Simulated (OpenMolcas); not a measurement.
**Lu²⁺ among point charges: CASSCF levels and susceptibility**

How does a field of 5 point charges split the states of Lu²⁺, and what χT follows?

The numbers are computed with OpenMolcas 26.06 (state-averaged CASSCF, spin-orbit coupling by RASSI with atomic mean-field integrals), except any that are marked as measured or tabulated.

1 further run of the same task is left out (it didn't finish).

## (1) What is computed

| Item | Value |
| --- | --- |
| Species | Lu²⁺ (lutetium, Z = 71, 69 electrons) |
| Basis | ANO-RCC-VDZP [7s6p4d2f1g], 68 functions |
| Scalar Hamiltonian | DKH2, point nucleus |
| Inactive shells | 1s 2s 2p 3s 3p 3d 4s 4p 4d 4f 5s 5p |
| Active space | 1 electron in 5 orbitals (5d) |
| Some configurations of this space | 5d |
| Orbitals | optimised for each spin and parity, averaged over all roots |

Outer shells as boxes (Hund's rule):

5d
```
5d [↑ ][  ][  ][  ][  ]
```

The ion sits among 5 point charges of -1 e arranged as a trigonal bipyramid (D3h), 1.85 Å from the ion, with the axial distance 2.072 Å. The active orbitals were held to one l.

Each step is its own input file, run in one work folder so that later steps find the files of earlier ones. Labels, J, g values, rates, χT and fits are worked out afterwards by a script from the matrices that RASSI stores.

## (2) GATEWAY and SEWARD: basis and integrals

The input, a.inp:

```
&GATEWAY
Coord
1

Lu 0.0 0.0 0.0
Basis=ANO-RCC-VDZP
Group=NoSym
NoMove
AngMom=0.0 0.0 0.0
AMFI
XField
5 Angstrom 0
1.850000 0.000000 0.000000 -1.000000
-0.925000 1.602147 0.000000 -1.000000
-0.925000 -1.602147 0.000000 -1.000000
0.000000 0.000000 2.072000 -1.000000
0.000000 0.000000 -2.072000 -1.000000
&SEWARD
```

On the command line:

```
$ OMP_NUM_THREADS=1 MOLCAS_MEM=1689 MOLCAS_PROJECT=a pymolcas a.inp > a.log
```

## (3) CASSCF: doublets, 5 roots

The input, a.inp:

```
&RASSCF
FileOrb=start.orb
Symmetry=1
Spin=2
nActEl=1 0 0
Inactive=34
Ras2=5
CIRoot=5 5 1
SDav=5
CIMx=300
Iter=120 100
PrWF=0.3
OrbListing=Nothing
MaxOrb=0
SupSym
1
20 10 11 12 13 14 19 20 21 22 23 35 36 37 38 39 48 49 50 51 52
>>> COPY $Project.JobIph JOB001
```

start.orb holds the contracted functions of the basis, ordered by shell, or the orbitals of the step before.

## (4) RASSI: spin-orbit coupling between the states

The input, a.inp:

```
&RASSI
NrOfJobIphs=1 5
1 2 3 4 5
IphNames
JOB001
EJob
SpinOrbit
DIPRint=1.0
SOCoupling=1000.0
Subsets=2
Property=9
'ANGMOM' 1 'ANGMOM' 2 'ANGMOM' 3 'MLTPL  1' 1 'MLTPL  1' 2 'MLTPL  1' 3
'AMFI' 1 'AMFI' 2 'AMFI' 3
SOProperty=3
'ANGMOM' 1 'ANGMOM' 2 'ANGMOM' 3
```

Q: Predict the outcome of this session. Wanted: spin-free ground state; first state of the same spin within the active space; lowest level; next level.

**Answer**, as computed:

| quantity | value |
| --- | --- |
| method | CASSCF |
| spin-free ground state | 2E, 2-fold in its orbital part |
| first state of the same spin within the active space | 2E at 9440 cm⁻¹ |
| lowest level | 2-fold E1/2, g = 0.00, 0.22, 0.22 |
| next level | 709.7 cm⁻¹ |
| χT at 300 K | 0.14 cm³ K/mol |
| effective moment at 300 K | 1.05 μB |

What this shows: The spin-free ground state (2E) comes to 100 % from free-ion D terms and keeps the highest spin of the shell. χT at 300 K is 0.14, against 0.38 cm³ K/mol for the spin alone, so orbital moment lowers it. The free ion's ground configuration, as NIST lists it, lies outside this active space, so the lowest level here need not be the ground level. The field of point charges can differ much from that of real complexes. Point charges carry no covalency, so the field is a model and not that of real ligands.
